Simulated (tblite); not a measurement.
# F9HfLiO6Si4: the cost of one run

Programs: tblite 0.8.0 and PySCF 2.14.0. All values are calculated, for the isolated system unless a continuum is named. Atoms count from 0, parts from 1.

1 further run of the same task is left out (for a known fault of the program).

### 1 Starting point

21 atoms, charge 0, multiplicity 1; geometry: rigid parts in contact. Parts: 1 = atoms 0–19, `[O-][Hf]1([F])[O][Si](F)(F)O[Si](F)(F)O[Si](F)(F)O[Si](F)(F)[O]1`, charge -1; 2 = atom 20, `[Li+]`, charge 1.

### 2 Search for minima with GFN2-xTB

Job settings and geometry (Å):

```
{"job": {"kind": "dock", "xc": "GFN2-xTB", "basis": "xTB"}, "charge": 0, "multiplicity": 1, "parts": [{"atoms": "0-19", "charge": -1, "multiplicity": 1}, {"atoms": "20-20", "charge": 1, "multiplicity": 1}]}
F      1.540555     2.835344    -0.385481
Si     0.400620     1.800388    -0.770455
F     -0.586909     2.657259    -1.677948
O      1.071534     0.707355    -1.736858
Si     1.270641    -0.880029    -1.783175
F      0.979260    -1.275360    -3.298668
F      2.792815    -1.265509    -1.584909
O      0.376431    -1.709338    -0.757822
Si    -1.288052    -1.719118    -0.646781
F     -1.710886    -3.086737    -1.363828
F     -1.863456    -0.669744    -1.714951
O     -1.621620    -1.468205     0.839653
Hf     0.210859    -1.131160     1.704445
F      1.834558    -0.302266     1.192350
O      0.685132    -2.613086     2.497998
O     -0.454634     0.391630     2.927729
Si    -0.806907     1.572892     1.990926
F     -2.336499     2.019796     1.827675
F     -0.133376     2.994673     2.292387
O     -0.360067     1.141215     0.447715
Li     1.113964    -4.618420     3.320989
```

With the program's defaults for keys left out, this is: GFN2-xTB search for minima from random contacts, gas phase.

On the command line:

```console
OMP_NUM_THREADS=1 python cluster_run.py task.json out
```

The driver reads the jobs from task.json and runs them one after another.

**Question.** How long does this first job take on 1 thread of Arm Neoverse V2, shared host?

About 37 s.
